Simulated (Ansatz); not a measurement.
The system is BiTe.

```
Bi Te
1.0
     2.42271    1.39875    3.31729
    -2.42271    1.39875    3.31729
     0.00000   -2.79750    3.31729
Bi Te
1 1
Direct
  0.50000 0.50000 0.50000
  0.00000 0.00000 0.00000
```

The cell comes from a database or a generator and needn't be the stable form of this composition.

Base run:

```yaml
Program: Ansatz 0.2.0
Functional: RPBE
Potentials_or_basis: Ansatz PAW
Cutoff: 420 eV
Density_cutoff: 1680 eV
k_mesh: 7 × 7 × 7
Occupations: gaussian, width 0.05 eV
Spin: no spin polarisation
```

Its results: band gap on the k mesh none (metal or under the smearing width); pressure 1.5 GPa.

**Question.** The run is repeated on the same cell with these changes: occupations from gaussian, width 0.05 eV to tetrahedron; dispersion from none to D3(BJ). What comes out?

**Answer.** Band gap on the k mesh none (metal or under the smearing width); pressure -14.3 GPa.

Caveats: the potentials were made for another functional, which shifts forces and pressure; spin-orbit coupling is left out, which moves the levels of the heavy elements; the PAW data sets come from PBE, with cores solved anew for the run's functional, which leaves a small shift of forces and pressure; pairwise dispersion overbinds metals, which lowers pressure and volume (some runs).

Not every run made on this cell is shown here.
